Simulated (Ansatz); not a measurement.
# C5H13AlS: taking an electron away

An exercise on one series of results from a longer session: the logs are not shown, and one member is left open.

Program: Ansatz 0.2.0, Gaussian basis. Level of theory: unrestricted cation, the program's frozen cores in correlated methods. These are calculated values, not measurements.

The runs, in order: UKS PBE-D4/def2-TZVPP; UKS r2SCAN-D4/def2-TZVPP; UKS PBE0-D4/def2-TZVPP; UKS B3LYP-D4/def2-TZVPP; UKS wB97X-V/def2-TZVPP; UKS wB97M-V/def2-TZVPP; UKS B2PLYP/def2-TZVPP; UHF-CCSD(T)/def2-TZVPP; UHF-MP2/def2-QZVPP; extrapolation to the limit; then −ε(HOMO) from the neutral's earlier runs with LDA (SPW92), PBE-D4, revPBE-D4, BLYP-D4, r2SCAN-D4, B97M-V, PBE0-D4, B3LYP-D4, r2SCANh-D4, r2SCAN0-D4, HSE06-D4, BHLYP-D4, CAM-B3LYP-D4, LC-ωPBE, ωB97X-V, ωB97M-V.

## The geometry

The geometry comes from an earlier relaxation with PBE0-D4 in a triple-zeta def2 set; it is a stationary point, not always the lowest conformer.

SMILES `CC(C)[S][Al]([CH3])[CH3]`, 20 atoms, charge 0, spin multiplicity 1.

Atoms are counted from 1 here; the program's logs count them from 0.

Bond lengths: C1–C2 1.518 Å, C1–H8 1.093 Å, C1–H9 1.094 Å, C1–H10 1.091 Å, C2–C3 1.517 Å, C2–S4 1.842 Å, C2–H11 1.092 Å, C3–H12 1.093 Å, C3–H13 1.092 Å, C3–H14 1.095 Å, S4–Al5 2.182 Å, Al5–C6 1.955 Å, Al5–C7 1.949 Å, C6–H15 1.093 Å, C6–H16 1.095 Å, C6–H17 1.094 Å, C7–H18 1.092 Å, C7–H19 1.095 Å and more. Angles: C2–C1–H8 110.7°, C2–C1–H9 110.1°, C2–C1–H10 111.4°, H8–C1–H9 108.1°, H8–C1–H10 108.0°, H9–C1–H10 108.5°, C1–C2–C3 112.0°, C1–C2–S4 108.4°, C1–C2–H11 109.0°, C3–C2–S4 110.6°, C3–C2–H11 109.3°, S4–C2–H11 107.4°, C2–C3–H12 110.6°, C2–C3–H13 111.5°, C2–C3–H14 110.3°, H12–C3–H13 107.9°, H12–C3–H14 108.2°, H13–C3–H14 108.3° and more.

The first run:

The input, in.yaml:

```yaml
crystal:
  periodic: [false, false, false]
  atoms:
    - {symbol: C, position_ang: [0.103676, -2.203700, -1.873208]}
    - {symbol: C, position_ang: [0.322366, -1.310050, -0.665781]}
    - {symbol: C, position_ang: [1.546347, -1.721445, 0.129975]}
    - {symbol: S, position_ang: [0.483573, 0.429196, -1.250029]}
    - {symbol: Al, position_ang: [-0.439292, 1.591783, 0.349873]}
    - {symbol: C, position_ang: [-1.221562, 0.659567, 1.880181]}
    - {symbol: C, position_ang: [-0.446998, 3.528370, 0.130538]}
    - {symbol: H, position_ang: [0.953262, -2.141169, -2.558082]}
    - {symbol: H, position_ang: [-0.000996, -3.245687, -1.556145]}
    - {symbol: H, position_ang: [-0.794182, -1.916789, -2.422292]}
    - {symbol: H, position_ang: [-0.559644, -1.359011, -0.023046]}
    - {symbol: H, position_ang: [2.449603, -1.627388, -0.477761]}
    - {symbol: H, position_ang: [1.674008, -1.099180, 1.017597]}
    - {symbol: H, position_ang: [1.456810, -2.764096, 0.451581]}
    - {symbol: H, position_ang: [-1.507111, 1.359409, 2.670260]}
    - {symbol: H, position_ang: [-2.124486, 0.112479, 1.588246]}
    - {symbol: H, position_ang: [-0.535064, -0.073218, 2.314186]}
    - {symbol: H, position_ang: [0.006334, 3.842881, -0.812069]}
    - {symbol: H, position_ang: [-1.467772, 3.923312, 0.161611]}
    - {symbol: H, position_ang: [0.101137, 4.014746, 0.944353]}
basis:
  gaussian: {orbitals: def2-TZVPP}
total_charge: 1
magnetization: {spin_polarized: true, initial_magnetization: 1}
hamiltonian: {xc: pbe, dispersion: d4}
```

Steps of the session up to this table: Cation, UKS PBE-D4/def2-TZVPP; Cation, UKS r2SCAN-D4/def2-TZVPP; Cation, UKS PBE0-D4/def2-TZVPP; Cation, UKS B3LYP-D4/def2-TZVPP; Cation, UKS wB97X-V/def2-TZVPP; Cation, UKS wB97M-V/def2-TZVPP; Cation, UKS B2PLYP (frozen core)/def2-TZVPP; Cation, UHF-CCSD(T)/def2-TZVPP; Cation, UHF-MP2/def2-QZVPP.

One of the session's tables, all rows but one given; the rest of the session is left out.

It belongs to the step «Ionisation energies side by side». Orbital estimates, from the neutral's runs:

| functional | −ε(HOMO) (eV) |
| --- | --- |
| LDA (SPW92) | 5.81 |
| PBE-D4 | 5.68 |
| revPBE-D4 | 5.62 |
| BLYP-D4 | 5.52 |
| r2SCAN-D4 | 5.93 |
| B97M-V | 6.03 |
| PBE0-D4 | 6.83 |
| B3LYP-D4 | 6.59 |
| r2SCANh-D4 | 6.35 |
| r2SCAN0-D4 | 6.99 |
| HSE06-D4 | ? |
| BHLYP-D4 | 7.84 |
| CAM-B3LYP-D4 | 8.13 |
| LC-ωPBE | 9.50 |
| ωB97X-V | 9.17 |
| ωB97M-V | 9.02 |

**Question.** Estimate the row for HSE06-D4.

**Answer.** −ε(HOMO) (eV): 6.43. In the column «−ε(HOMO) (eV)» it lies between r2SCANh-D4 (6.35) and B3LYP-D4 (6.59).

To keep in mind: The cation may have settled in a state other than its lowest; no search over hole states beyond the program's own was made.
